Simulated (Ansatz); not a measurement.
# CH₈FNOSi₂: a ladder of functionals and wavefunction methods

The task here is to estimate one member of a computed series from the others.

Method: functionals in def2-TZVPP, the program's frozen cores in correlated methods; program: Ansatz 0.2.0, Gaussian basis.

Levels to be run: PBE-D4, r2SCAN-D4, PBE0-D4, B3LYP-D4, ωB97X-V, ωB97M-V, B2PLYP; CCSD(T)/def2-TZVPP; MP2/def2-QZVPP; extrapolation to the limit.

## The relaxed structure

The geometry comes from an earlier relaxation with PBE0-D4 in a triple-zeta def2 set; it is a stationary point, not always the lowest conformer.

SMILES `CO[SiH2]N[SiH2]F`, 14 atoms, charge 0, spin multiplicity 1.

Atoms are counted from 1 here; the program's logs count them from 0.

Bond lengths: C1–O2 1.408 Å, C1–H7 1.096 Å, C1–H8 1.091 Å, C1–H9 1.097 Å, O2–Si3 1.640 Å, Si3–N4 1.716 Å, Si3–H10 1.489 Å, Si3–H11 1.486 Å, N4–Si5 1.708 Å, N4–H12 1.011 Å, Si5–F6 1.601 Å, Si5–H13 1.478 Å, Si5–H14 1.480 Å. Angles: O2–C1–H7 111.3°, O2–C1–H8 108.3°, O2–C1–H9 111.8°, H7–C1–H8 108.4°, H7–C1–H9 108.5°, H8–C1–H9 108.4°, C1–O2–Si3 123.0°, O2–Si3–N4 109.1°, O2–Si3–H10 107.8°, O2–Si3–H11 111.5°, N4–Si3–H10 111.2°, N4–Si3–H11 106.8°, H10–Si3–H11 110.4°, Si3–N4–Si5 127.7°, Si3–N4–H12 116.1°, Si5–N4–H12 116.2°, N4–Si5–F6 112.1°, N4–Si5–H13 108.7° and more.

Set-up of the first run:

Input file in.yaml:

```yaml
crystal:
  periodic: [false, false, false]
  atoms:
    - {symbol: C, position_ang: [1.083471, 2.157352, -1.363141]}
    - {symbol: O, position_ang: [0.291920, 1.378828, -0.496781]}
    - {symbol: Si, position_ang: [0.635143, -0.182981, -0.133166]}
    - {symbol: N, position_ang: [-0.350250, -0.683972, 1.179736]}
    - {symbol: Si, position_ang: [-1.677245, -1.758036, 1.139261]}
    - {symbol: F, position_ang: [-1.255260, -3.250792, 1.535069]}
    - {symbol: H, position_ang: [0.947586, 1.854778, -2.407329]}
    - {symbol: H, position_ang: [0.777049, 3.199948, -1.263847]}
    - {symbol: H, position_ang: [2.149351, 2.084291, -1.115640]}
    - {symbol: H, position_ang: [2.079948, -0.261515, 0.216252]}
    - {symbol: H, position_ang: [0.326876, -1.086376, -1.271556]}
    - {symbol: H, position_ang: [-0.120021, -0.292539, 2.083053]}
    - {symbol: H, position_ang: [-2.200873, -1.811812, -0.241719]}
    - {symbol: H, position_ang: [-2.687675, -1.347173, 2.139798]}
basis:
  gaussian: {orbitals: def2-TZVPP}
hamiltonian: {xc: pbe, dispersion: d4}
output: {forces: true, orbitals: {seedname: orbitals}}
```

Command:

```console
$ ansatz run in.yaml --threads 2 --pin off --events-out ev --progress --plain --max-ram 32768MiB --backend cuda --devices 0, --max-vram 18GiB
```

Steps of the session up to this table: PBE-D4 (GGA); r2SCAN-D4 (meta-GGA); PBE0-D4 (hybrid); B3LYP-D4 (hybrid); ωB97X-V (range-separated); ωB97M-V (range-separated); B2PLYP (double hybrid); CCSD(T) in def2-TZVPP; MP2 in def2-QZVPP.

One table of the session follows, with a row left open; its other results are not shown here.

It belongs to the step «Atomisation energies». 

```
            method  atomisation energy (eV)
            PBE-D4                   53.544
         r2SCAN-D4                   53.158
           PBE0-D4                   52.748
          B3LYP-D4                   53.247
           ωB97X-V                   53.559
           ωB97M-V                   53.459
            B2PLYP                   52.730
     HF/def2-TZVPP                   39.066
    MP2/def2-TZVPP                   52.697
   CCSD/def2-TZVPP                        ?
CCSD(T)/def2-TZVPP                   51.914
           MP2/CBS                   54.253
       CCSD(T)/CBS                   53.471
```

**Question.** Estimate the row for CCSD/def2-TZVPP.

**Answer.** atomisation energy (eV): 51.254. In the column «atomisation energy (eV)» it lies between HF/def2-TZVPP (39.066) and CCSD(T)/def2-TZVPP (51.914).

To keep in mind: Free atoms (1 C, 1 O, 2 Si, 1 N, 1 F, 8 H) were run apart at each level; the atomisation energy is their sum less the molecule, without zero-point or spin-orbit terms.
